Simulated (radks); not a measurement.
**K²⁺ in [Ne] 3s2 3p5: an all-electron calculation**

What are the levels of the potassium ion K2+, how large are its shells, and how does its energy divide?

The numbers are computed with radks (a radial shooting solver on a logarithmic mesh, Libxc functionals) version 1 (scalar-relativistic Kohn-Sham, LDA (Slater exchange, VWN5 correlation), spin-polarised, spherical densities, finite nucleus; open shells are filled with parallel spins first), except any that are marked as measured or tabulated.

### 1 Starting point

```
element            : potassium (Z = 19)
charge             : +2
electrons          : 17
configuration      : [Ne] 3s2 3p5
nuclear rms radius : 3.4349 fm
```

Outer shells as boxes (Hund's rule):

K²⁺
```
[Ne] core
3s [↑↓]
3p [↑↓][↑↓][↑ ]
```

### 2 Self-consistent calculation

Settings of this run:

```text
Z 19
configuration [Ne] 3s2 3p5 4s0 3d0
relativity scalar-relativistic
functional lda,vwn5
spin polarised
nucleus finite rms 3.4349 fm
c 137.035999084
```

On the command line:

```console
python run_ks.py task.json out
```

The same process makes all the runs of this session.

**Question.** What will this run give?

As calculated:

| quantity | value |
| --- | --- |
| total energy | -599.23640 hartree |
| exchange-correlation share of it | 5.20 % |
| −T/E | 1.0054 |
| highest occupied level | 3p down, -38.695 eV |
| most extended occupied level | 3p down, <r> = 1.36 bohr |
| radius at density 0.001 e/bohr³ | 3.09 bohr |
| maxima of the radial density | 3 |
| ionisation energy, NIST | 45.803 (semi-emp.) eV |

What this shows: The radial density shows 3 maxima for 3 occupied principal shells. Relativity lifts −T/E to 1.005. Minus the highest eigenvalue, 38.695 eV, is 84 % of the tabulated ionisation energy (45.803 eV); the potential of a semilocal functional falls off too fast, so its top eigenvalue is too shallow. Open shells are spherical and high-spin; term and fine-structure splittings are not resolved.
